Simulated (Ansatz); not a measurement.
Geometry optimisation, DFT LDA, scalar-relativistic, plane waves, PAW (Ansatz 0.2.0).

Input file:

```yaml
crystal:
  lattice:
    - [5.48, 0.0, 0.0]
    - [-4.11, 7.118729, 0.0]
    - [0.0, 0.0, 4.32646]
  atoms:
    - { symbol: Os, position: [0.0, 0.0, 0.0] }
    - { symbol: Os, position: [0.1666667, 0.2222222, 0.5] }
    - { symbol: Os, position: [0.0, 0.3333333, 0.0] }
    - { symbol: Os, position: [0.1666667, 0.5555556, 0.5] }
    - { symbol: Os, position: [0.0, 0.6666667, 0.0] }
    - { symbol: Os, position: [0.1666667, 0.8888889, 0.5] }
    - { symbol: Os, position: [0.5, 0.0, 0.0] }
    - { symbol: Os, position: [0.6666667, 0.2222222, 0.5] }
    - { symbol: Os, position: [0.5, 0.3333333, 0.0] }
    - { symbol: Os, position: [0.6666667, 0.5555556, 0.5] }
    - { symbol: Os, position: [0.5, 0.6666667, 0.0] }
    - { symbol: Os, position: [0.6666667, 0.8888889, 0.5] }
    - { symbol: Na, position: [0.3274183, 0.1011497, 0.2470365] }
basis:
  ecutwfc: 420.0
kpoints:
  mp_grid: { grid: [4, 3, 4] }
hamiltonian:
  xc: lda
scf:
  occupations: { method: gaussian, width: 0.05 }
  lower_state_search: "off"
relax:
  f_tol: 0.03
  max_steps: 60
  adjacent_minimum: "off"
```

Command:

```bash
$ ansatz run input.yaml --threads 4 --pin off --max-ram 10240MiB --backend cpu --events-out ev --progress --plain --runs-dir out
```

Q: Where does it end, and by what steps?

A: The forces met the threshold. Limits of this set-up: coarse k mesh, a small cell, in which the defect meets its images, a typed lattice constant that wasn't relaxed here. After 14 steps the energy has fallen by 9.541 eV; Os6 moved furthest, 0.45 Å. The start is strongly strained (largest force component 12 eV/Å). Joined: Os5–Os8 (3.83 → 3.44 Å).

```
step  energy less start (eV)  largest force component (eV/Å)  accepted
   0                  0.0000                          11.697       yes
   1                 -8.2116                           2.843       yes
   2                 -9.3074                           0.795       yes
   3                 -9.3862                           0.264       yes
   4                 -9.3950                           0.144       yes
   5                 -9.3996                           0.237       yes
   6                 -9.4059                           0.201       yes
   7                 -9.4294                           0.606       yes
   8                 -9.5185                           0.473       yes
   9                 -9.5278                           0.342       yes
  10                 -9.5383                           0.070       yes
  11                 -9.5394                           0.056       yes
  12                 -9.5402                           0.031       yes
  13                 -9.5391                           0.084        no
  14                 -9.5405                           0.008       yes
```

```xyz
13
Lattice="5.4800 0.0000 0.0000 -4.1100 7.1187 0.0000 0.0000 0.0000 4.3265" Properties=species:S:1:pos:R:3
Os -0.110 -0.032 -0.149
Os -0.135 1.659 2.229
Os -1.366 2.414 0.096
Os -1.275 3.997 2.137
Os -2.773 4.695 0.108
Os -2.879 5.944 2.350
Os 2.850 -0.087 -0.398
Os 2.864 1.954 2.356
Os 1.282 2.491 -0.051
Os 1.248 3.923 2.134
Os 0.004 4.784 -0.004
Os -0.017 6.378 1.966
Na 1.687 0.568 1.274
```

Whether the end is a true minimum wasn't checked by a vibrational analysis.

The run took 110 s on 4 threads of AMD EPYC 7B13 (Zen 3), on a shared host, peak memory 0.95 GiB.
